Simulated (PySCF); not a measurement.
# MoO₂Br: structure of the doublet

Where does doublet MoO₂Br go from a trigonal planar start, is the end point a minimum, and what are its modes, charges and moments?

Method: PBE0, basis Mo def2-TZVP with ECP28, O def2-TZVP, Br def2-TZVP, scalar-relativistic core potentials, no spin–orbit coupling, density fitting; program: PySCF 2.14.0.

### 1 The system as given

4 atoms, charge 0, spin multiplicity 2.

Bond lengths: Mo1–O2 1.780 Å, Mo1–O3 1.780 Å, Mo1–Br4 2.520 Å. Angles: O2–Mo1–O3 120.0°, O2–Mo1–Br4 120.0°, O3–Mo1–Br4 120.0°.

```xyz
4
charge 0 multiplicity 2
Mo    0.0000    0.0000    0.0000
O    -0.8900    1.5415    0.0000
O    -0.8900   -1.5415    0.0000
Br    2.5200    0.0000    0.0000
```

### 2 The SCF at the typed geometry

The steps below are one call of a driver around PySCF. For each, scf.py gives the equivalent set-up of the SCF; relaxations use the driver's own optimiser. After this first run the driver tries any further starts and a stability analysis.

Contents of scf.py:

```python
from pyscf import gto, scf, dft
mol = gto.M(atom='''
Mo     0.000000     0.000000     0.000000
O     -0.890000     1.541500     0.000000
O     -0.890000    -1.541500     0.000000
Br     2.520000     0.000000     0.000000''',
    basis={'Mo': 'def2-TZVP', 'O': 'def2-TZVP', 'Br': 'def2-TZVP'},
    ecp={'Mo': 'def2-TZVP'},
    charge=0, spin=1)
mf = dft.UKS(mol, xc='PBE0')
mf.grids.atom_grid = (50, 194)
aux = {'Mo': 'def2-universal-JKFIT', 'O': 'def2-universal-JKFIT', 'Br': 'def2-universal-JKFIT'}
mf = mf.density_fit(auxbasis=aux)
mf.conv_tol = 1e-08
mf.diis_space = 10
mf.max_cycle = 60
mf.init_guess = 'minao'
mf.verbose = 4
mf.kernel()
```

On the command line:

```console
OMP_NUM_THREADS=4 python axn.py task.json out
```

The runs that follow: Trigonal planar start, doublet: relaxation; Frequencies; Leaving the saddle point; Is it a minimum? Harmonic modes.

Before running it: what results should come out? Wanted: minimum; geometry; wavenumbers; dipole moment; highest occupied, lowest empty level; polar-tensor charge of Mo1; zero-point energy; atomisation energy; ⟨S²⟩.

**Answer**, as computed:

```
                                          quantity                                                                 value
                                           minimum                                                           doublet, Cs
                                          geometry  Mo–Br 2.405 Å, Mo–O 1.673 Å (×2); Br–Mo–O 118.1° (×2), O–Mo–O 111.3°
                                wavenumbers (cm⁻¹)        117 (a'), 150 (a''), 266 (a'), 381 (a'), 1016 (a''), 1064 (a')
                                     dipole moment                                                                2.13 D
highest occupied, lowest empty level (either spin)                                                       -7.58, -3.92 eV
                        polar-tensor charge of Mo1                                                               +1.79 e
                                 zero-point energy                                                           17.9 kJ/mol
                               entropy at 298.15 K                                                       332.7 J/(mol K)
         atomisation energy (no zero-point energy)                                                           1483 kJ/mol
                                              ⟨S²⟩                                                                 0.759
```

**Reading.** The trigonal planar start (C2v) ends in a minimum of Cs symmetry, after a stop at a saddle point 3.8 kJ/mol higher, from which it was pushed off along an imaginary mode. In the infrared the band at 1016 cm⁻¹ (a'', stretch) leads. Most of the spin sits on Mo1 (Mulliken spin 1.05, against 1 for the whole molecule). Only this shape and spin were tried, so other structures or states may lie lower. One determinant may miss the lowest occupation of an open d or f shell.
